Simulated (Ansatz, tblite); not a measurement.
# Ge(OH)2H2 (GeH4O2): rung by rung

One table from this session's results is given with a row withheld; the runs are named, their logs left out.

The runs use Ansatz 0.2.0, Gaussian basis; as each input shows.

Plan: GFN1-xTB, GFN2-xTB, PBE-D4/def2-TZVP, r2SCAN-D4/def2-TZVP, CAM-B3LYP-D4/def2-TZVP, r2SCAN0-D4/def2-TZVP, ωB97X-V/def2-TZVP, HF/def2-TZVP, B2PLYP/def2-TZVP, B97M-V/def2-TZVP, LC-ωPBE/def2-TZVP, PBE-D4/def2-SVP, PBE0-D4/def2-SVP, HF/6-31G, B3LYP-D4/6-31G, PBE0-D4/def2-TZVPD, PBE-D4/def2-TZVPD, r2SCAN-D4/def2-TZVPD, CCSD(T)/def2-TZVPP, MP2/def2-TZVP, RPA/def2-TZVP.

## The geometry

The geometry is that of the singlet, from an earlier relaxation (r2SCAN-D4/def2-TZVP).

7 atoms, charge 0, spin multiplicity 1.

Bond lengths: Ge1–O2 1.780 Å, Ge1–O4 1.775 Å, Ge1–H6 1.523 Å, Ge1–H7 1.541 Å, O2–H3 0.962 Å, O4–H5 0.963 Å. Angles: O2–Ge1–O4 109.6°, O2–Ge1–H6 108.0°, O2–Ge1–H7 108.2°, O4–Ge1–H6 104.2°, O4–Ge1–H7 110.7°, H6–Ge1–H7 115.9°, Ge1–O2–H3 112.4°, Ge1–O4–H5 112.6°.

PBE0-D4/def2-TZVP was run before; its log isn't repeated, and its numbers join the tables.

The first run:

Tight binding, by tblite at 300 K electronic temperature and without a spin-polarisation term:

```python
tblite.interface.Calculator('GFN1-xTB', numbers, positions, charge=0, uhf=0).singlepoint()
```

Tight binding, by tblite at 300 K electronic temperature and without a spin-polarisation term:

```python
tblite.interface.Calculator('GFN2-xTB', numbers, positions, charge=0, uhf=0).singlepoint()
```

start.molden holds the orbitals of an earlier run on this state, given as this run's starting guess.

Input file in.yaml:

```yaml
crystal:
  periodic: [false, false, false]
  atoms:
    - {symbol: Ge, position_ang: [-0.289546, 0.180848, -0.358228]}
    - {symbol: O, position_ang: [-0.452303, 0.462936, 1.391887]}
    - {symbol: H, position_ang: [-0.753581, -0.320086, 1.863025]}
    - {symbol: O, position_ang: [1.427925, 0.038647, -0.781998]}
    - {symbol: H, position_ang: [1.863904, -0.686519, -0.322008]}
    - {symbol: H, position_ang: [-0.749767, 1.438885, -1.083276]}
    - {symbol: H, position_ang: [-1.046631, -1.114721, -0.709411]}
basis:
  gaussian: {orbitals: def2-TZVP, initial_orbitals: start.molden}
hamiltonian: {xc: pbe, dispersion: d4}
scf: {omitted_lower_state_checks: [starts]}
output: {orbitals: {seedname: orbitals}}
```

Run with:

```bash
$ ansatz run in.yaml --threads 4 --pin off --events-out ev --progress --plain --max-ram 3916MiB
```

Steps of the session up to this table: PBE-D4/def2-TZVP; r2SCAN-D4/def2-TZVP; CAM-B3LYP-D4/def2-TZVP; r2SCAN0-D4/def2-TZVP; ωB97X-V/def2-TZVP; HF/def2-TZVP; B2PLYP/def2-TZVP; B97M-V/def2-TZVP; LC-ωPBE/def2-TZVP; PBE-D4/def2-SVP; PBE0-D4/def2-SVP; HF/6-31G; B3LYP-D4/6-31G; PBE0-D4/def2-TZVPD; PBE-D4/def2-TZVPD; r2SCAN-D4/def2-TZVPD; CCSD(T)/def2-TZVPP; MP2/def2-TZVP; RPA/def2-TZVP.

One of the session's tables, all rows but one given; the rest of the session is left out.

It belongs to the step «Levels side by side». 

```
                 level  HOMO (eV)  LUMO (eV)  gap (eV)
              HF/6-31G     -12.63       3.45     16.08
          HF/def2-TZVP     -12.59       3.22     15.81
       PBE-D4/def2-SVP      -6.67      -0.07      6.60
      PBE-D4/def2-TZVP          ?          ?         ?
     PBE-D4/def2-TZVPD      -7.10      -1.02      6.08
   r2SCAN-D4/def2-TZVP      -7.37      -0.03      7.34
  r2SCAN-D4/def2-TZVPD      -7.45      -0.45      7.00
      B97M-V/def2-TZVP      -7.49      -0.33      7.16
        B3LYP-D4/6-31G      -8.12       0.08      8.21
      PBE0-D4/def2-SVP      -8.42       0.88      9.30
     PBE0-D4/def2-TZVP      -8.65       0.33      8.98
    PBE0-D4/def2-TZVPD      -8.72      -0.28      8.44
  r2SCAN0-D4/def2-TZVP      -8.92       0.68      9.60
CAM-B3LYP-D4/def2-TZVP     -10.12       1.17     11.29
     LC-ωPBE/def2-TZVP     -11.48       2.52     13.99
     ωB97X-V/def2-TZVP     -11.14       2.32     13.46
```

Q: Estimate the row for PBE-D4/def2-TZVP from the others.

The run gave: HOMO (eV): -6.98; LUMO (eV): -0.56; gap (eV): 6.42. In the column «HOMO (eV)» it lies between PBE-D4/def2-TZVPD (-7.10) and PBE-D4/def2-SVP (-6.67).
